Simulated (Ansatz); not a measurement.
# BCl2H3O: the cost of one run

All numbers below are computed with Ansatz 0.2.0 (RKS B3LYP-D4/cc-pVDZ).

## Step 1: The structure to begin with

Bond lengths: B1–O2 1.760 Å, O2–H3 1.010 Å, B1–Cl4 1.860 Å, B1–H5 1.190 Å, B1–Cl6 2.160 Å, O2–H7 1.123 Å, Cl6–H7 1.362 Å. Angles: B1–O2–H3 109.5°, B1–O2–H7 85.7°, H3–O2–H7 119.8°, O2–B1–Cl4 120.0°, O2–B1–H5 120.0°, O2–B1–Cl6 71.6°, Cl4–B1–H5 120.0°, Cl4–B1–Cl6 88.5°, H5–B1–Cl6 110.0°, B1–Cl6–H7 65.3°, O2–H7–Cl6 137.3°.

As a file:

```xyz
7

B     0.0000    0.0000    0.0000
O     0.0000    0.0000    1.7600
H    -0.9095   -0.2814    2.0971
Cl    1.6108    0.0000   -0.9300
H    -1.0305    0.0000   -0.5950
Cl    0.4607    1.9974    0.6811
H     0.2517    1.0912    1.6763
```

## Step 2: A restrained relaxation towards end A

Springs on the bonds that form and break draw the guess towards this end; the thresholds are loose.

File input.yaml:

```yaml
crystal:
  periodic: [false, false, false]
  atoms:
    - { symbol: B, position_ang: [0.0, 0.0, 0.0] }
    - { symbol: O, position_ang: [0.0, 0.0, 1.76] }
    - { symbol: H, position_ang: [-0.9095, -0.2814, 2.0971] }
    - { symbol: Cl, position_ang: [1.6108, 0.0, -0.93] }
    - { symbol: H, position_ang: [-1.0305, 0.0, -0.595] }
    - { symbol: Cl, position_ang: [0.4607, 1.9974, 0.6811] }
    - { symbol: H, position_ang: [0.2517, 1.0912, 1.6763] }
basis:
  gaussian: { orbitals: cc-pVDZ }
hamiltonian:
  xc: b3lyp
  dispersion: d4
relax:
  f_tol: 0.15
  max_steps: 25
  restrain:
    - { distance: [0, 5], at: 3.06, k: 30.0 }
    - { distance: [6, 1], at: 2.21, k: 30.0 }
    - { distance: [0, 1], at: 1.41, k: 30.0 }
    - { distance: [6, 5], at: 1.37, k: 30.0 }
```

The run is started by

```
$ ansatz run input.yaml --threads 1 --pin off --max-ram 2048MiB --backend cpu --events-out ev --progress --plain --runs-dir out
```

What time and memory should one allow on 1 thread of AMD EPYC 7R43 (Zen 3), shared host?

About 28 s, with a peak of 0.17 GiB.
